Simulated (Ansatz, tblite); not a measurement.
**Sn2H6: one state, many levels**

The task here is to estimate one member of a computed series from the others.

Program: Ansatz 0.2.0, Gaussian basis. Level of theory: as each input shows. These are calculated values, not measurements.

The runs, in order: GFN1-xTB, GFN2-xTB, PBE-D4/def2-TZVP, r2SCAN-D4/def2-TZVP, r2SCAN0-D4/def2-TZVP, revPBE-D4/def2-TZVP, BLYP-D4/def2-TZVP, PBE-QIDH/def2-TZVP, HF/def2-TZVP, B2PLYP/def2-TZVP, LC-ωPBE/def2-TZVP, PBE+5HF/def2-TZVP, PBE+10HF/def2-TZVP, PBE+15HF/def2-TZVP, PBE+35HF/def2-TZVP, PBE+50HF/def2-TZVP, PBE-D4/def2-SVP, PBE0-D4/def2-SVP, CCSD(T)/def2-TZVPP, MP2/def2-TZVP, RPA/def2-TZVP.

2 further runs of the same task are left out: 2 set aside as unsound or not needed.

### The structure

The geometry is that of the singlet, from an earlier relaxation (PBE0-D4/def2-TZVP).

8 atoms, charge 0, spin multiplicity 1.

Bond lengths: Sn1–H2 1.707 Å, Sn1–H3 1.707 Å, Sn1–H4 1.707 Å, Sn1–Sn5 2.764 Å, Sn5–H6 1.707 Å, Sn5–H7 1.707 Å, Sn5–H8 1.707 Å. Angles: H2–Sn1–H3 108.2°, H2–Sn1–H4 108.2°, H2–Sn1–Sn5 110.7°, H3–Sn1–H4 108.2°, H3–Sn1–Sn5 110.7°, H4–Sn1–Sn5 110.7°, Sn1–Sn5–H6 110.7°, Sn1–Sn5–H7 110.7°, Sn1–Sn5–H8 110.7°, H6–Sn5–H7 108.2°, H6–Sn5–H8 108.2°, H7–Sn5–H8 108.2°.

Sn takes a core potential in the def2 sets. No spin-orbit coupling is included.

PBE0-D4/def2-TZVP was run before; its log isn't repeated, and its numbers join the tables.

The first run:

Tight binding, by tblite at 300 K electronic temperature and without a spin-polarisation term:

```python
tblite.interface.Calculator('GFN1-xTB', numbers, positions, charge=0, uhf=0).singlepoint()
```

Tight binding, by tblite at 300 K electronic temperature and without a spin-polarisation term:

```python
tblite.interface.Calculator('GFN2-xTB', numbers, positions, charge=0, uhf=0).singlepoint()
```

start.molden holds the orbitals of an earlier run on this state, given as this run's starting guess.

File in.yaml:

```yaml
crystal:
  periodic: [false, false, false]
  atoms:
    - {symbol: Sn, position_ang: [-0.862169, 0.805472, -0.719507]}
    - {symbol: H, position_ang: [-2.362339, 0.950455, 0.082273]}
    - {symbol: H, position_ang: [-0.206209, 2.369741, -0.912294]}
    - {symbol: H, position_ang: [-1.146439, 0.150639, -2.270236]}
    - {symbol: Sn, position_ang: [0.862152, -0.805515, 0.719488]}
    - {symbol: H, position_ang: [2.350027, -0.978865, -0.099389]}
    - {symbol: H, position_ang: [0.191014, -2.359287, 0.942529]}
    - {symbol: H, position_ang: [1.173973, -0.132640, 2.257145]}
basis:
  gaussian: {orbitals: def2-TZVP, initial_orbitals: start.molden}
hamiltonian: {xc: pbe, dispersion: d4}
scf: {omitted_lower_state_checks: [starts]}
output: {orbitals: {seedname: orbitals}}
```

The run is started by

```bash
$ ansatz run in.yaml --threads 4 --pin off --events-out ev --progress --plain --max-ram 3916MiB
```

Steps of the session up to this table: PBE-D4/def2-TZVP; r2SCAN-D4/def2-TZVP; r2SCAN0-D4/def2-TZVP; revPBE-D4/def2-TZVP; BLYP-D4/def2-TZVP; PBE-QIDH/def2-TZVP; HF/def2-TZVP; B2PLYP/def2-TZVP; LC-ωPBE/def2-TZVP; PBE+5HF/def2-TZVP; PBE+10HF/def2-TZVP; PBE+15HF/def2-TZVP; PBE+35HF/def2-TZVP; PBE+50HF/def2-TZVP; PBE-D4/def2-SVP; PBE0-D4/def2-SVP; CCSD(T)/def2-TZVPP; MP2/def2-TZVP; RPA/def2-TZVP.

One of the session's tables, all rows but one given; the rest of the session is left out.

```
              method  binding an atom (eV)
        HF/def2-TZVP                 1.648
       HF/def2-TZVPP                 1.652
     PBE-D4/def2-SVP                 2.217
    PBE-D4/def2-TZVP                 2.234
 revPBE-D4/def2-TZVP                 2.191
   BLYP-D4/def2-TZVP                 2.242
 r2SCAN-D4/def2-TZVP                 2.279
    PBE0-D4/def2-SVP                 2.224
   PBE0-D4/def2-TZVP                 2.242
r2SCAN0-D4/def2-TZVP                 2.272
   LC-ωPBE/def2-TZVP                 2.255
       MP2/def2-TZVP                     ?
     CCSD/def2-TZVPP                 2.263
  CCSD(T)/def2-TZVPP                 2.284
```

**Question.** Estimate the row for MP2/def2-TZVP.

**Answer.** binding an atom (eV): 2.088. In the column «binding an atom (eV)» it lies between HF/def2-TZVPP (1.652) and revPBE-D4/def2-TZVP (2.191).

Among the levels timed on like hardware and quicker than the yardstick, those that no quicker one beats, quickest first: PBE-D4/def2-SVP (0.55 s, -0.067 eV); PBE-D4/def2-TZVP (0.85 s, -0.050 eV); BLYP-D4/def2-TZVP (1 s, -0.042 eV); LC-ωPBE/def2-TZVP (1.1 s, -0.029 eV); r2SCAN-D4/def2-TZVP (1.9 s, -0.006 eV).

Limits of these values: Free atoms were run apart at each level; binding is atoms less cluster, divided by the number of atoms, without zero-point or spin-orbit terms. CCSD(T)/def2-TZVPP isn't at the basis-set limit; small misses against it rank nothing.
